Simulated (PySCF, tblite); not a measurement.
# C5H2F3N: geometry, infrared bands and NMR shifts

Wanted: the infrared bands and NMR shifts of C5H2F3N (`N#C[C@@]1(F)C(F)=C1CF`), by calculation.

Computed with tblite 0.8.0 and PySCF 2.14.0, with density-fitted response routines of our own, on a single molecule in the gas phase. Atoms count from 0, in the outputs and in this text.

### 1 The starting structure

11 atoms, charge 0, multiplicity 1; geometry from: force field or distance geometry start.

Bonds of the start (Å): N0–C1 1.15, C1–C2 1.47, C2–F3 1.37, C2–C4 1.47, C4–F5 1.38, C4–C6 1.33, C6–C7 1.50, C7–F8 1.38, C6–C2 1.48, C7–H9 1.11, C7–H10 1.09.

### 2 Optimising the geometry with GFN2-xTB

Job settings and geometry (Å):

```
{"job": {"kind": "relax", "xc": "GFN2-xTB", "basis": "xTB"}, "charge": 0, "multiplicity": 1}
N     -1.530400     2.428000    -1.206400
C     -1.344300     1.523800    -0.515900
C     -1.082500     0.364400     0.348500
F     -1.366100     0.458500     1.685500
C     -0.991200    -0.955700    -0.302800
F     -1.560100    -2.066600    -0.896600
C      0.160200    -0.382300     0.027400
C      1.659200    -0.343800     0.128300
F      1.974800    -0.261500     1.471500
H      2.048500    -1.274500    -0.330000
H      2.037300     0.512500    -0.435400
```

Run with:

```sh
OMP_NUM_THREADS=1 python probes_run.py task.json out
```

This one command runs all jobs of the session in turn.

**Question.** This job is followed by: GFN2-xTB harmonic vibrations, gas phase; GIAO PBE0/pcSseg-1 NMR shielding, non-relativistic, gas phase. What will the session give for the following? strongest single infrared mode (GFN2-xTB); zero-point energy (GFN2-xTB); ¹³C shifts against TMS (PBE0/pcSseg-1); ¹H shifts against TMS (PBE0/pcSseg-1); ¹⁵N shifts against NH3 (PBE0/pcSseg-1); ¹⁹F shifts against CFCl3 (PBE0/pcSseg-1).

As calculated:

| quantity | value |
| --- | --- |
| strongest single infrared mode (GFN2-xTB) | 1076 cm⁻¹, 136 km/mol |
| zero-point energy (GFN2-xTB) | 36.6 kcal/mol |
| ¹³C shifts against TMS (PBE0/pcSseg-1) | 152.5, 117.9, 102.1, 75.3, 68.0 ppm |
| ¹H shifts against TMS (PBE0/pcSseg-1) | 5.82, 5.69 ppm |
| ¹⁵N shifts against NH3 (PBE0/pcSseg-1) | 310.6 ppm |
| ¹⁹F shifts against CFCl3 (PBE0/pcSseg-1) | -140.4, -148.8, -261.6 ppm |

Relaxing lowered the energy by 0.404 eV in 148 steps; the close pair that moved most is C4–F5, from 1.382 to 1.306 Å. All 27 modes are real, so the xTB geometry is a minimum. The strongest single mode, at 1076 cm⁻¹, moves mainly C2. Unscaled tight-binding wavenumbers are off by several per cent, some by more. Its intensities can rank the bands wrongly. At PBE0/pcSseg-1: The largest span, 473 ppm, is at N0, where the paramagnetic term is -381 ppm.
